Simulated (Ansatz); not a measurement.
# SbO5: the cost of one run

Computed with Ansatz 0.2.0 (DFT PBE, scalar-relativistic, plane waves, PAW, unless a step's input says otherwise).

## Step 1: The system as given

The structure is hexagonal, space group P-6m2 (No. 187). Conventional cell: a = 2.560 Å, b = 2.560 Å, c = 12.443 Å, α = 90.00°, β = 90.00°, γ = 120.00°. Around Sb (site symmetry -6m2) lie 6 O at 2.53 Å and 6 Sb at 2.56 Å. O (site symmetry 3m) has 3 Sb at 2.53 Å and 9 O at 2.56 Å as nearest neighbours. Around O (site symmetry 3m) lie 12 O at 2.56 Å. Around O (site symmetry -6m2) lie 12 O at 2.56 Å.

Coordinates:

```cif
data_structure
_symmetry_space_group_name_H-M 'P 1'
_symmetry_Int_Tables_number 1
_cell_length_a 2.5599
_cell_length_b 2.5599
_cell_length_c 12.4430
_cell_angle_alpha 90.000
_cell_angle_beta 90.000
_cell_angle_gamma 120.000
_cell_volume 70.61
loop_
_atom_site_label
_atom_site_type_symbol
_atom_site_fract_x
_atom_site_fract_y
_atom_site_fract_z
_atom_site_occupancy
Sb1 Sb 0.00000 0.00000 0.00000 1
O1 O 0.66667 0.33333 0.83533 1
O2 O 0.00000 0.00000 0.66764 1
O3 O 0.66667 0.33333 0.50000 1
O4 O 0.00000 0.00000 0.33236 1
O5 O 0.66667 0.33333 0.16467 1
```

The cell is invented: species swapped into a database cell of MgCd5 (P-6m2, No. 187), with Sb on the Mg sites and O on the Cd sites. Its size is a rough estimate.

## Step 2: Probe: one point on a coarse mesh

Contents of input.yaml:

```yaml
crystal:
  lattice:
    - [2.55988865, 0.0, 0.0]
    - [-1.27994433, 2.2169286, 0.0]
    - [0.0, 0.0, 12.44295516]
  atoms:
    - { symbol: Sb, position: [0.0, 0.0, 0.0] }
    - { symbol: O, position: [0.66666667, 0.33333333, 0.83533365] }
    - { symbol: O, position: [0.0, 0.0, 0.66764224] }
    - { symbol: O, position: [0.66666667, 0.33333333, 0.5] }
    - { symbol: O, position: [0.0, 0.0, 0.33235776] }
    - { symbol: O, position: [0.66666667, 0.33333333, 0.16466635] }
basis:
  ecutwfc: 420
kpoints:
  mp_grid: { grid: [6, 6, 2] }
hamiltonian:
  xc: pbe
scf:
  occupations: { method: gaussian, width: 0.1 }
  lower_state_search: "off"
output:
  forces: true
  stress: true
  eigenvalues: true
```

On the command line:

```
$ ansatz run input.yaml --threads 1 --pin off --max-ram 2560MiB --backend cpu --events-out ev --progress --plain --runs-dir out
```

Q: Estimate wall time and peak memory on 1 thread of Arm Neoverse V1, shared host.

About 3 s, with a peak of 0.29 GiB.
